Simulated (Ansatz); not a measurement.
# C₉H₁₅Cl₂HfN: how energies converge with the basis set

Aim: see how fast density functionals converge with the basis set for C₉H₁₅Cl₂HfN.

Method: one geometry, several basis sets; program: Ansatz 0.2.0, Gaussian basis.

Plan: PBE0-D4/def2-SVP; ωB97M-V/def2-SVP; PBE0-D4/def2-QZVPP; ωB97M-V/def2-QZVPP; the functionals' def2-TZVPP values are taken from earlier runs.

**1. The geometry**

An earlier PBE0-D4 in a triple-zeta def2 set relaxation fixed the geometry. Hf takes the def2 core potential; no spin-orbit term is included.

SMILES `CC[C@@]12[C@H]3[C@H]4[C@H]5[C@@H]1[Hf]4532([Cl])([Cl])[N](C)C`, 28 atoms, charge 0, spin multiplicity 1.

Atoms are counted from 1 here; the program's logs count them from 0.

Bond lengths: C1–C2 1.518 Å, C1–H14 1.093 Å, C1–H15 1.091 Å, C1–H16 1.092 Å, C2–C3 1.496 Å, C2–H17 1.097 Å, C2–H18 1.093 Å, C3–C4 1.412 Å, C3–C7 1.417 Å, C3–Hf8 2.540 Å, C4–C5 1.417 Å, C4–Hf8 2.506 Å, C4–H19 1.080 Å, C5–C6 1.408 Å, C5–Hf8 2.480 Å, C5–H20 1.080 Å, C6–C7 1.413 Å, C6–Hf8 2.478 Å and more. Angles: C2–C1–H14 111.6°, C2–C1–H15 110.4°, C2–C1–H16 111.0°, H14–C1–H15 107.4°, H14–C1–H16 108.4°, H15–C1–H16 107.8°, C1–C2–C3 114.5°, C1–C2–H17 109.4°, C1–C2–H18 109.8°, C3–C2–H17 107.5°, C3–C2–H18 109.0°, H17–C2–H18 106.2°, C2–C3–C4 127.2°, C2–C3–C7 125.9°, C2–C3–Hf8 123.7°, C4–C3–C7 106.8°, C4–C3–Hf8 72.4°, C7–C3–Hf8 71.6° and more.

**2. PBE0-D4 in def2-SVP**

in.yaml reads:

```yaml
crystal:
  periodic: [false, false, false]
  atoms:
    - {symbol: C, position_ang: [-0.368674, 1.933139, 2.402570]}
    - {symbol: C, position_ang: [-1.344989, 2.142202, 1.258860]}
    - {symbol: C, position_ang: [-1.523358, 0.952738, 0.368560]}
    - {symbol: C, position_ang: [-1.224165, -0.393829, 0.672451]}
    - {symbol: C, position_ang: [-1.640011, -1.208947, -0.409210]}
    - {symbol: C, position_ang: [-2.191881, -0.367758, -1.394802]}
    - {symbol: C, position_ang: [-2.099167, 0.962333, -0.926604]}
    - {symbol: Hf, position_ang: [0.226686, 0.162689, -1.294070]}
    - {symbol: Cl, position_ang: [1.315936, 2.255983, -0.909165]}
    - {symbol: Cl, position_ang: [0.254020, -0.161852, -3.658337]}
    - {symbol: N, position_ang: [1.469556, -1.236974, -0.559992]}
    - {symbol: C, position_ang: [1.504456, -2.343239, 0.353037]}
    - {symbol: C, position_ang: [2.750237, -1.035343, -1.213587]}
    - {symbol: H, position_ang: [-0.693503, 1.128661, 3.067026]}
    - {symbol: H, position_ang: [-0.285437, 2.840283, 3.003465]}
    - {symbol: H, position_ang: [0.627774, 1.688692, 2.028020]}
    - {symbol: H, position_ang: [-2.330394, 2.402915, 1.663436]}
    - {symbol: H, position_ang: [-1.028926, 2.995540, 0.653331]}
    - {symbol: H, position_ang: [-0.757412, -0.740897, 1.581859]}
    - {symbol: H, position_ang: [-1.539043, -2.282354, -0.474431]}
    - {symbol: H, position_ang: [-2.572638, -0.676495, -2.356464]}
    - {symbol: H, position_ang: [-2.414364, 1.846432, -1.464205]}
    - {symbol: H, position_ang: [2.241265, -2.180111, 1.152442]}
    - {symbol: H, position_ang: [1.784065, -3.274248, -0.160028]}
    - {symbol: H, position_ang: [0.531825, -2.498063, 0.819193]}
    - {symbol: H, position_ang: [3.541637, -0.806207, -0.487979]}
    - {symbol: H, position_ang: [3.047408, -1.915284, -1.798869]}
    - {symbol: H, position_ang: [2.719088, -0.189998, -1.916527]}
basis:
  gaussian: {orbitals: def2-SVP}
hamiltonian: {xc: pbe0, dispersion: d4}
output: {orbitals: {seedname: orbitals}}
```

After this run come: ωB97M-V in def2-SVP; PBE0-D4 in def2-QZVPP; ωB97M-V in def2-QZVPP.

Q: Predict the results of all the runs planned. Wanted: PBE0-D4: double and triple zeta above quadruple; ωB97M-V: double and triple zeta above quadruple.

The runs gave:

```
                                       quantity           value
PBE0-D4: double and triple zeta above quadruple  22.03, 1.34 eV
ωB97M-V: double and triple zeta above quadruple  22.50, 1.28 eV
```

**Reading.** PBE0-D4 gains 20.69 eV from double to triple zeta, then 1.34 eV more. Total energies overstate the basis error of differences, where much of it tends to cancel.
